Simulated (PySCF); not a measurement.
# C4H10GeSi: electronic excitations

Wanted: the electronic excitations of C4H10GeSi (`C[SiH2]CC#[C][GeH3]`), by calculation.

Computed with PySCF 2.14.0, with density-fitted response routines of our own, on a single molecule in the gas phase. Atoms are numbered from 0 throughout.

### 1 The starting structure

16 atoms, charge 0, multiplicity 1; geometry from: GFN2-xTB.

Bonds of the start (Å): C0–Si1 1.90, Si1–C2 1.92, C2–C3 1.44, C3–C4 1.21, C4–Ge5 1.88, C0–H6 1.09, C0–H7 1.09, C0–H8 1.09, Si1–H9 1.47, Si1–H10 1.47, C2–H11 1.09, C2–H12 1.09, Ge5–H13 1.49, Ge5–H14 1.49, Ge5–H15 1.49.

### 2 Ultraviolet spectrum: PBE0/def2-SVPD

The job: settings as JSON, then the geometry in Å.

```
{"job": {"kind": "uv", "xc": "PBE0", "basis": "def2-SVPD", "nstates": 8, "ntriplets": 3}, "charge": 0, "multiplicity": 1}
C     -2.169438     0.660458     0.711350
Si    -1.913521    -0.299518    -0.902425
C     -0.419300    -1.483238    -0.675343
C      0.764690    -0.763182    -0.287841
C      1.736062    -0.127589     0.045611
Ge     3.253951     0.852195     0.569838
H     -2.966027     1.392143     0.615019
H     -1.262370     1.190152     0.991449
H     -2.429706    -0.002351     1.532609
H     -1.628771     0.613658    -2.014743
H     -3.083390    -1.131727    -1.218141
H     -0.644283    -2.229508     0.090162
H     -0.223262    -2.018630    -1.606168
H      4.456044     0.373769    -0.174917
H      3.038884     2.301636     0.276090
H      3.482837     0.680676     2.036040
```

Level: TDDFT PBE0/def2-SVPD, vertical, gas phase, core orbitals frozen in the response.

On the command line:

```console
$ OMP_NUM_THREADS=1 python probes_run.py task.json out
```

One launch serves the whole session: the jobs run in the order shown.

What will the session give for the following? lowest singlet (PBE0/def2-SVPD); brightest single state of those computed; lowest triplet; surface potential, 1st and 99th percentile. Wanted: lowest singlet; brightest single state of those computed; lowest triplet; surface potential, 1st and 99th percentile.

The runs gave:

```
                                quantity                        value
         lowest singlet (PBE0/def2-SVPD)  5.95 eV (209 nm), f = 0.000
brightest single state of those computed  state 7, 7.23 eV, f = 0.061
                          lowest triplet                      4.99 eV
   surface potential, 1st and 99th percentile           -0.82 V and 0.99 V
```

What this shows: The first singlet state (HOMO→LUMO+2 0.35, HOMO→LUMO+1 0.28) lies at 5.95 eV and is dark; of the 8 states computed, the strongest absorption comes from state 7 at 7.23 eV. The lowest triplet lies 0.95 eV below the lowest singlet (triplets in Tamm-Dancoff, singlets in full TDDFT).
